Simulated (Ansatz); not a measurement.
**BrClH₂Sn: up Jacob's ladder to CCSD(T)**

Aim: compute BrClH₂Sn with functionals from several rungs and with coupled cluster, and see how far each lands from CCSD(T) at the basis-set limit for the atomisation energy.

Program: Ansatz 0.2.0, Gaussian basis. Level of theory: functionals in def2-TZVPP, the program's frozen cores in correlated methods. These are calculated values, not measurements.

The runs, in order: LDA (SPW92), PBE-D4, revPBE-D4, BLYP-D4, r2SCAN-D4, B97M-V, PBE0-D4, B3LYP-D4, r2SCANh-D4, r2SCAN0-D4, HSE06-D4, BHLYP-D4, CAM-B3LYP-D4, LC-ωPBE, ωB97X-V, ωB97M-V, B2PLYP, PBE-QIDH; CCSD(T)/def2-SVP; CCSD(T)/def2-TZVPP; MP2/def2-QZVPP; extrapolation to the limit; RPA on PBE.

## (1) The geometry

An earlier PBE0-D4 in a triple-zeta def2 set relaxation fixed the geometry. Sn takes the def2 core potential; no spin-orbit term is included.

5 atoms, charge 0, spin multiplicity 1.

Atoms are counted from 1 here; the program's logs count them from 0.

Bond lengths: Cl1–Sn2 2.319 Å, Sn2–Br3 2.465 Å, Sn2–H4 1.696 Å, Sn2–H5 1.696 Å. Angles: Cl1–Sn2–Br3 107.0°, Cl1–Sn2–H4 107.5°, Cl1–Sn2–H5 107.5°, Br3–Sn2–H4 108.3°, Br3–Sn2–H5 108.3°, H4–Sn2–H5 117.9°.

## (2) LDA

This LDA is Slater exchange with PW92 correlation.

The input, in.yaml:

```yaml
crystal:
  periodic: [false, false, false]
  atoms:
    - {symbol: Cl, position_ang: [-2.002898, 0.518306, -0.750042]}
    - {symbol: Sn, position_ang: [0.074983, 0.078406, 0.180113]}
    - {symbol: Br, position_ang: [1.213956, -1.511361, -1.319786]}
    - {symbol: H, position_ang: [-0.186755, -0.690025, 1.669304]}
    - {symbol: H, position_ang: [0.950615, 1.530974, 0.178910]}
basis:
  gaussian: {orbitals: def2-TZVPP}
hamiltonian: {xc: lda}
output: {orbitals: {seedname: orbitals}}
```

Further steps of the session: PBE-D4 (GGA); revPBE-D4 (GGA); BLYP-D4 (GGA); r2SCAN-D4 (meta-GGA); B97M-V (meta-GGA); PBE0-D4 (hybrid); B3LYP-D4 (hybrid); r2SCANh-D4 (hybrid); r2SCAN0-D4 (hybrid); HSE06-D4 (hybrid); BHLYP-D4 (hybrid); CAM-B3LYP-D4 (range-separated); LC-ωPBE-D4 (range-separated); ωB97X-V (range-separated); ωB97M-V (range-separated); B2PLYP (double hybrid); PBE-QIDH (double hybrid); CCSD(T) in def2-SVP; CCSD(T) in def2-TZVPP; MP2 in def2-QZVPP; RPA on PBE orbitals.

Before running them: what should the planned runs give, taken together? Wanted: atomisation energy, CCSD(T)/CBS; farthest beyond LDA; mean size of error, GGA; mean size of error, meta-GGA; mean size of error, hybrid; mean size of error, range-separated; mean size of error, double hybrid; gap, smallest and largest; T1 diagnostic.

The runs gave:

```
                               quantity                                      value
        atomisation energy, CCSD(T)/CBS                              1198.3 kJ/mol
 functionals within 12.0 kJ/mol (1.0 %)                                    ωB97X-V
                    farthest beyond LDA                   revPBE-D4 (-63.7 kJ/mol)
                mean size of error, GGA                                51.5 kJ/mol
           mean size of error, meta-GGA                                15.7 kJ/mol
             mean size of error, hybrid                                41.7 kJ/mol
    mean size of error, range-separated                                34.6 kJ/mol
      mean size of error, double hybrid                                48.9 kJ/mol
              gap, smallest and largest  4.66 eV (LDA (SPW92)), 11.89 eV (LC-ωPBE)
                          T1 diagnostic                                     0.0100
triples share of the correlation energy                                      3.3 %
```

In words: LDA overbinds by 143.3 kJ/mol (12 %). PBE-D4 is off by -29.0 kJ/mol. Double hybrids carry the basis error of their MP2 part in triple zeta, and no dispersion term here, so their miss is partly the set-up's. Taken by rung, meta-GGA functionals do best (15.7 kJ/mol on average) and GGA ones worst beyond LDA (51.5 kJ/mol). The reference freezes the cores and leaves out spin-orbit coupling and excitations past (T), and its outer-core shells are covered unevenly, so misses under about 12.0 kJ/mol can't be ranked. All levels share the lack of spin-orbit coupling, which lowers the free heavy atoms and so the true binding. Hartree-Fock recovers 70 % of the binding; the rest is correlation. CCSD(T) in def2-SVP is off by -132.4 kJ/mol, more than most functionals: a good method in a small basis is no reference. Orbital gaps span 4.7 to 11.9 eV; exact exchange widens them. Correlated methods include outer-core shells of Br, Sn, which these sets cover unevenly.
